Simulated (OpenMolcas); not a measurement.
**One shape, several levels: CH4OSn (SMILES O=[CH][SnH3])**

We compute a comparison of 6 runs (HF/STO-3G, HF/3-21G, HF/def2-SVP, TPSSh/def2-SVP, PBE/def2-TZVP, MP2/def2-TZVP) of CH4OSn. 

The results are computed with OpenMolcas 26.06.

3 further runs of the same task are left out: 3 set aside as unsound or not needed.

### 1 The structure to begin with

CH4OSn has 7 atoms, charge 0, and is taken as a singlet. As SMILES, `O=[CH][SnH3]`. The shape comes from GFN2-xTB, which is rough for such elements, and wasn't checked as a minimum.

Bond lengths: O1–C2 1.187 Å, C2–Sn3 2.217 Å, C2–H4 1.104 Å, Sn3–H5 1.675 Å, Sn3–H6 1.669 Å, Sn3–H7 1.668 Å. Angles: O1–C2–Sn3 124.8°, O1–C2–H4 121.2°, Sn3–C2–H4 114.0°, C2–Sn3–H5 110.4°, C2–Sn3–H6 112.8°, C2–Sn3–H7 113.2°, H5–Sn3–H6 107.0°, H5–Sn3–H7 107.6°, H6–Sn3–H7 105.5°.

### 2 Energy and forces at HF/STO-3G (run 1)

job.input reads:

```
&GATEWAY
 BasLib
 $CurrDir
 Coord
 7
 bohr
 O     -0.07606148    -3.79207562     2.02746826
 C     -0.76284464    -2.45872266     0.36035187
 Sn     0.48836192     1.49998901    -0.20252195
 H     -2.12444901    -3.13101163    -1.07155030
 H     -0.66535367     2.64599452    -2.91728360
 H     -0.48393996     3.42611126     2.09808733
 H      3.62426794     1.80973402    -0.29457051
 Basis
 STO-3G
 Group
 NoSym

&SEWARD

&SCF
 Thresholds
 1e-10 1e-07 1e-07 1e-05
 PrOrbitals
 1 1

&ALASKA
```

The basis set STO-3G is read from a file made from the Basis Set Exchange's data (not shown).

Command:

```
export MOLCAS_MEM=1860
pymolcas job.input > job.log
```

Standard output:

```text
--- Start Module: gateway ---
[...]
--- Stop Module: gateway /rc=_RC_ALL_IS_WELL_ ---
[...]
      Basis functions           41
[...]
--- Start Module: scf ---
[...]
       Convergence after  12 Iterations
[...]
::    Total SCF energy                              -6076.8343946419
[...]
      Total spin, S                                     0.0000000000
[...]
      Total electronic charge=   68.000000
      Total            charge=   -0.000000
[...]
      Dipole Moment (debye):
      Origin of the operator (angstrom)=    0.1691    0.3291    0.0358
                   X= -4.2267E-01               Y=  8.6121E-01               Z= -1.0795E+00           Total=  1.4442E+00
      Quadrupole Moment (debye*angstrom):
[...]
--- Stop Module: scf /rc=_RC_ALL_IS_WELL_ ---
--- Start Module: alaska ---
[...]
 *              Molecular gradients               *
 **************************************************
  Irreducible representation: a
 ------------------------------------------------------------------------------------------
                              X                       Y                       Z
 ------------------------------------------------------------------------------------------
  O1               -1.93647199825726E-02    5.32816497244468E-02   -5.58263270120669E-02
  C2                1.03882188171092E-02   -7.62018853728499E-02    5.68514425643896E-02
  SN3              -3.29694699402427E-03   -1.52645980668140E-02    2.96910465594902E-03
  H4                4.10350697373163E-03    8.95302833911638E-03    4.21787676975871E-04
  H5               -3.69557311259827E-03    9.84044104180981E-03   -1.21426156160425E-02
  H6               -7.35602221041187E-04    1.23488199691542E-02    7.60316187063559E-03
  H7                1.26011165194040E-02    7.04254436506724E-03    1.23445860163773E-04
 ------------------------------------------------------------------------------------------
--- Stop Module: alaska /rc=_RC_ALL_IS_WELL_ ---
[...]
```

Wall time 2.9 s (1 thread of Arm Neoverse V1, shared host); peak memory 0.38 GiB.

### 3 Energy and gradient at HF/3-21G (run 2)

geom.xyz reads:

```xyz
7

O     -0.040250    -2.006680     1.072890
C     -0.403680    -1.301100     0.190690
Sn     0.258430     0.793760    -0.107170
H     -1.124210    -1.656860    -0.567040
H     -0.352090     1.400200    -1.543760
H     -0.256090     1.813020     1.110260
H      1.917880     0.957670    -0.155880
```

mol.input reads:

```
* CH4OSn Hartree-Fock
&gateway
baslib
$CurrDir
coord
geom.xyz
basis
3-21G
group
NoSym
&seward
&scf
thresholds
1e-10 1e-07 1e-07 1e-05
prorbitals
1 2
&alaska
```

The basis set 3-21G is read from a file made from the Basis Set Exchange's data (not shown).

Command:

```
export MOLCAS_MEM=1860
pymolcas mol.input > mol.log
```

Standard output:

```text
--- Start Module: gateway ---
[...]
--- Stop Module: gateway /rc=_RC_ALL_IS_WELL_ ---
[...]
      Basis functions           57
[...]
--- Start Module: scf ---
[...]
       Convergence after  14 Iterations
[...]
::    Total SCF energy                              -6110.6187064311
[...]
      Total spin, S                                     0.0000000000
[...]
      Total electronic charge=   68.000000
      Total            charge=   -0.000000
[...]
      Dipole Moment (debye):
      Origin of the operator (angstrom)=    0.1691    0.3291    0.0358
                   X= -7.6017E-01               Y=  1.1567E+00               Z= -1.6932E+00           Total=  2.1869E+00
      Quadrupole Moment (debye*angstrom):
[...]
--- Stop Module: scf /rc=_RC_ALL_IS_WELL_ ---
[...]
--- Start Module: alaska ---
[...]
 *              Molecular gradients               *
 **************************************************
  Irreducible representation: a
 ------------------------------------------------------------------------------------------
                              X                       Y                       Z
 ------------------------------------------------------------------------------------------
  O1               -1.48274976147853E-02    2.68636029722664E-02   -3.49954988724779E-02
  C2                1.91621601900547E-02   -3.01842103024157E-02    4.27528059726328E-02
  SN3               1.59084726932068E-03    1.17972563660480E-02   -4.75644638043882E-03
  H4               -2.60193289807953E-03    2.60223487824929E-03   -4.93051730359939E-03
  H5                9.76573220821786E-03   -3.35613022307468E-03    1.90890859716752E-02
  H6                9.88029391447176E-03   -1.02985467134467E-02   -1.82578221476462E-02
  H7               -2.29696030691855E-02    2.57579302236288E-03    1.09839275987106E-03
 ------------------------------------------------------------------------------------------
--- Stop Module: alaska /rc=_RC_ALL_IS_WELL_ ---
[...]
```

Wall time 3.6 s (1 thread of Arm Neoverse V1, shared host); peak memory 0.39 GiB.

### 4 Energy and gradient at HF/def2-SVP (core potential) (run 3)

mol.xyz reads:

```xyz
7

O     -0.040250    -2.006680     1.072890
C     -0.403680    -1.301100     0.190690
Sn     0.258430     0.793760    -0.107170
H     -1.124210    -1.656860    -0.567040
H     -0.352090     1.400200    -1.543760
H     -0.256090     1.813020     1.110260
H      1.917880     0.957670    -0.155880
```

calc.inp reads:

```
&GATEWAY
  BASLIB = $CurrDir
  COORD = mol.xyz
  BASIS = def2-SVP
  GROUP = NoSym

&SEWARD

&SCF
  THRESHOLDS = 1e-10 1e-07 1e-07 1e-05
  PRORBITALS = 1 2

&ALASKA
```

The basis set def2-SVP is read from a file made from the Basis Set Exchange's data (not shown).

Command:

```
export MOLCAS_MEM=1860
pymolcas calc.inp > calc.log
```

Standard output:

```text
--- Start Module: gateway ---
[...]
--- Stop Module: gateway /rc=_RC_ALL_IS_WELL_ ---
[...]
      Basis functions           74
[...]
--- Start Module: scf ---
[...]
       Convergence after  14 Iterations
[...]
::    Total SCF energy                               -328.2475096952
[...]
      Total spin, S                                     0.0000000000
[...]
      Total electronic charge=   40.000000
      Total            charge=   -0.000000
[...]
      Dipole Moment (debye):
      Origin of the operator (angstrom)=    0.1691    0.3291    0.0358
                   X= -7.4560E-01               Y=  1.2616E+00               Z= -1.7322E+00           Total=  2.2689E+00
      Quadrupole Moment (debye*angstrom):
[...]
--- Stop Module: scf /rc=_RC_ALL_IS_WELL_ ---
[...]
--- Start Module: alaska ---
[...]
 *              Molecular gradients               *
 **************************************************
  Irreducible representation: a
 ------------------------------------------------------------------------------------------
                              X                       Y                       Z
 ------------------------------------------------------------------------------------------
  O1                3.25069837665648E-03   -7.77591135538813E-03    8.71350489980749E-03
  C2               -4.00223847645087E-03    4.34042114245026E-04   -5.45816780693720E-03
  SN3              -1.57773553134621E-03    2.15493535901778E-03   -3.57500379865661E-03
  H4                2.43307271937798E-03    6.23091214608906E-03   -3.55676399487415E-04
  H5                6.34541647776010E-03   -4.52236057311595E-04    1.13652487972145E-02
  H6                6.95718013654534E-03   -4.29899194552519E-03   -1.13649719260871E-02
  H7               -1.34063937025681E-02    3.70724973880876E-03    6.75066234004679E-04
 ------------------------------------------------------------------------------------------
--- Stop Module: alaska /rc=_RC_ALL_IS_WELL_ ---
[...]
```

Run time: 6.6 s. Hardware: 1 thread of Arm Neoverse V1, shared host; peak memory 0.43 GiB.

Runs 4 to 5 aren't shown in full; the table further down has their settings and results.

### 5 A single-point energy at MP2/def2-TZVP (core potential) (run 6)

coord.xyz reads:

```xyz
7

O     -0.040250    -2.006680     1.072890
C     -0.403680    -1.301100     0.190690
Sn     0.258430     0.793760    -0.107170
H     -1.124210    -1.656860    -0.567040
H     -0.352090     1.400200    -1.543760
H     -0.256090     1.813020     1.110260
H      1.917880     0.957670    -0.155880
```

run.inp reads:

```
>>> EXPORT MOLCAS_PRINT=2
&GATEWAY
BasLib = $CurrDir
Coord = coord.xyz
Basis = def2-TZVP
Group = NoSym
&SEWARD
&SCF
Thresholds = 1e-10 1e-07 1e-07 1e-05
PrOrbitals = 1 2
&MBPT2
Frozen = 6
```

The basis set def2-TZVP is read from a file made from the Basis Set Exchange's data (not shown).

Command:

```
export MOLCAS_MEM=1860
pymolcas run.inp > run.log
```

Standard output:

```text
--- Start Module: gateway ---
[...]
--- Stop Module: gateway /rc=_RC_ALL_IS_WELL_ ---
[...]
      Basis functions          136
[...]
--- Start Module: scf ---
[...]
       Convergence after  17 Iterations
[...]
::    Total SCF energy                               -328.3958955674
[...]
      Total spin, S                                     0.0000000000
[...]
      Total electronic charge=   40.000000
      Total            charge=   -0.000000
[...]
      Dipole Moment (debye):
      Origin of the operator (angstrom)=    0.1691    0.3291    0.0358
                   X= -7.4242E-01               Y=  1.2988E+00               Z= -1.7461E+00           Total=  2.2993E+00
      Quadrupole Moment (debye*angstrom):
[...]
--- Stop Module: scf /rc=_RC_ALL_IS_WELL_ ---
[...]
--- Start Module: mbpt2 ---
[...]
WARNING!
Default frozen orbitals as non valence orbitals is overwritten by user input.
Default values:   2
[...]
       Reference weight ( Cref**2 )         =        0.83267
::    Total MBPT2 energy                             -329.1055865552
[...]
      Total MBPT2 calculations                           1.27      1.48
--- Stop Module: mbpt2 /rc=_RC_ALL_IS_WELL_ ---
[...]
```

It took 34 s on 1 thread of Arm Neoverse V1, shared host; peak memory 1 GiB.

### 6 All runs side by side

```
run                            level  integration grid      task   energy (Eh)  dipole moment (D) of the reference  HOMO energy (eV)  LUMO energy (eV)  wall time
  1                        HF/STO-3G                 –  gradient  -6076.834395                                1.44             -7.31              8.07      2.9 s
  2                         HF/3-21G                 –  gradient  -6110.618706                                2.19             -9.89              2.82      3.6 s
  3     HF/def2-SVP (core potential)                 –  gradient   -328.247510                                2.27            -10.14              2.43      6.6 s
  4  TPSSh/def2-SVP (core potential)         UltraFine  gradient   -329.810748                                1.55             -6.13             -1.98       37 s
  5   PBE/def2-TZVP (core potential)         UltraFine  gradient   -329.882402                                1.53             -5.67             -2.81       95 s
  6   MP2/def2-TZVP (core potential)                 –    energy   -329.105587                                2.30            -10.16              2.07       34 s
```

### 7 Summary of results

| quantity | value |
| --- | --- |
| run 6: total energy | -329.10559 Eh |
| run 6: dipole moment (mean-field density) | 2.30 D |
| run 6: HOMO energy (Hartree–Fock orbitals) | -10.16 eV |
| run 6: LUMO energy (Hartree–Fock orbitals) | 2.07 eV |
| run 6: HOMO–LUMO gap (Hartree–Fock orbitals) | 12.23 eV |
| run 6: correlation energy (6 core orbitals frozen) | -709.7 mEh |

In words: Over runs 1, 2, 3, 4, 5 the dipole moment (its size) runs from 1.44 D (HF/STO-3G) to 2.27 D (HF/def2-SVP). The two ends differ in basis and core potential. Over runs 1, 2, 3, 4, 5 the HOMO–LUMO gap runs from 2.86 eV (PBE/def2-TZVP) to 15.37 eV (HF/STO-3G). The two ends differ in method and basis and core potential. Totals of different functionals can't be ranked against each other. Some runs of one species differ in core potentials or relativity; totals across that change don't compare. In run 1 the basis is minimal, so the values are rough. In runs 1, 2 relativity is left out where basis or elements ask for it. All runs together took 3 min, the longest 95 s.
